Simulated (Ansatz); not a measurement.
# PrAlF: the cost of one run

Program: Ansatz 0.2.0. Level of theory: DFT PBE, scalar-relativistic, plane waves, PAW; 4f electrons in the core of a trivalent norm-conserving potential. These are calculated values, not measurements.

## 1. The structure to begin with

The structure is tetragonal, space group P4/mmm (No. 123). The conventional cell has a = 4.137 Å, b = 4.137 Å, c = 3.364 Å, α = 90.00°, β = 90.00°, γ = 90.00°. Around Pr (site symmetry 4/mmm) lie 2 F at 1.68 Å. Al (site symmetry 4/mmm) has 4 Pr at 2.93 Å and 2 Al at 3.36 Å in its first shell of neighbours. F (site symmetry 4/mmm) has 2 Pr at 1.68 Å in its first shell of neighbours.

Structure file:

```
CELL_PARAMETERS angstrom
4.13727 0.00000 0.00000
0.00000 4.13727 0.00000
0.00000 0.00000 3.36405
ATOMIC_POSITIONS crystal
Pr 0.50000 0.50000 0.00000
Al 0.00000 0.00000 0.00000
F 0.50000 0.50000 0.50000
```

Recipe of the guess: random cell by space group and Wyckoff sites (P4/mmm, No. 123). Its size is a rough estimate.

## 2. The guess as it stands, on a coarse mesh

input.yaml

```yaml
crystal:
  lattice:
    - [4.1372674, 0.0, 0.0]
    - [0.0, 4.1372674, 0.0]
    - [0.0, 0.0, 3.36405337]
  atoms:
    - { symbol: Pr, position: [0.5, 0.5, 0.0] }
    - { symbol: Al, position: [0.0, 0.0, 0.0] }
    - { symbol: F, position: [0.5, 0.5, 0.5] }
basis:
  ecutwfc: 660
kpoints:
  mp_grid: { grid: [4, 4, 6] }
hamiltonian:
  xc: pbe
  pseudopotentials:
    kind: paw
    azcp: { Pr: "pseudopotentials/pbe/nc/lanthanide_3plus/Pr.nc.azcp" }
scf:
  occupations: { method: gaussian, width: 0.1 }
  lower_state_search: "off"
output:
  forces: true
  stress: true
  eigenvalues: true
```

Command:

```sh
$ ansatz run input.yaml --threads 1 --pin off --max-ram 2560MiB --backend cpu --events-out ev --progress --plain --runs-dir out
```

Q: Estimate wall time and peak memory on 1 thread of AMD EPYC (Zen 3), shared host.

About 5.5 s, with a peak of 0.34 GiB.
